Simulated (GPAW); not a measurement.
Write an ASE script for GPAW 26.7.0 that does the following.

```
Task                : relaxation of cell and atoms
Functional          : PBEsol
Dispersion          : D4
Potentials or basis : PAW data sets generated in the run's folder for this functional
Cutoff              : 600 eV
Basis               : pw
k mesh              : 6 × 6 × 2
Occupations         : fermi-dirac, width 0.05 eV
Spin                : no spin polarisation
Maxiter             : 150
Optimizer           : BFGS
Fmax                : 0.02 eV/Å
Max steps           : 60
Convergence         : density=1e-05 forces=0.0001
```

Crystal: InAu3.

```
Au In
1.0
     3.16059    0.00000    0.00000
    -1.58029    2.73715    0.00000
     0.00000    0.00000    9.05757
Au In
3 1
Cartesian
  0.0000 1.8248 6.8077
  0.0000 1.8248 2.2499
  1.5803 0.9124 4.5288
  1.5803 0.9124 0.0000
```

The cell comes from a database or a generator and needn't be the stable form of this composition.

These files were run (other wordings do the same):

run.py

```python
from ase import Atoms
from ase.calculators.mixing import SumCalculator
from ase.filters import FrechetCellFilter
from ase.io import write
from ase.optimize import BFGS
from dftd4.ase import DFTD4
from gpaw import GPAW, PW, setup_paths

setup_paths.insert(0, '.')

atoms = Atoms(['Au', 'Au', 'Au', 'In'],
              cell=[[3.1605898, 0.0, 0.0],
                    [-1.5802949, 2.7371510577, 0.0],
                    [0.0, 0.0, 9.057575]],
              scaled_positions=[[0.3333333333, 0.6666666667, 0.751605],
                                [0.3333333333, 0.6666666667, 0.248395],
                                [0.6666666667, 0.3333333333, 0.5],
                                [0.6666666667, 0.3333333333, 0.0]],
              pbc=True)

calc = GPAW(mode=PW(600),
            xc='PBEsol',
            kpts={'size': (6, 6, 2), 'gamma': True},
            occupations={'name': 'fermi-dirac', 'width': 0.05},
            nbands=42,
            convergence={'density': 1e-05, 'forces': 0.0001},
            maxiter=150,
            txt='gpaw.txt')
atoms.calc = SumCalculator([calc, DFTD4(method='pbesol')])
opt = BFGS(FrechetCellFilter(atoms), trajectory='relax.traj', logfile='-')
done = opt.run(fmax=0.02, steps=60)
calc.write('gs.gpw')
write('result.traj', atoms)
print('Converged:', done)
print('Cell:', atoms.cell.cellpar().round(4))
print('Volume:', round(atoms.get_volume(), 4))
print(atoms.get_scaled_positions().round(5))
```

Potentials or basis: PAW data sets generated in the run's folder for this functional, pw.

Launch:

```bash
$ gpaw-setup -f PBEsol Au In
$ OMP_NUM_THREADS=1 python run.py
```

It gave:

| Item | Value |
| --- | --- |
| Relaxed volume | 18.13 Å³/atom |
| Relaxed cell | a = 3.087 Å, b = 3.087 Å, c = 8.785 Å, α = 90.00°, β = 90.00°, γ = 120.00° |
| Space group after relaxing (to 0.05 Å) | P-6m2 (No. 187) |
| Energy gained by relaxing | 44.2 meV/atom |
| Ionic steps | 7 |
| Pressure after relaxing | 0.1 GPa |
| Largest force after relaxing | 0.015 eV/Å |
| Band gap on the k mesh | none (metal or under the smearing width) |
| Dispersion energy per atom | -0.354 eV |

Caveat: the k mesh is coarse (spacing up to 0.38 Å⁻¹), so the values aren't converged; with this Au data set, volumes or pressures lay over 1.5 % or 2 GPa off other programs in two to four cells of ten; later steps reuse the first step's grids; pairwise dispersion overbinds metals, which lowers pressure and volume.

Wall time 6.6 min on 1 thread of Arm Neoverse V1, with other jobs on the host, peak memory 0.38 GiB.
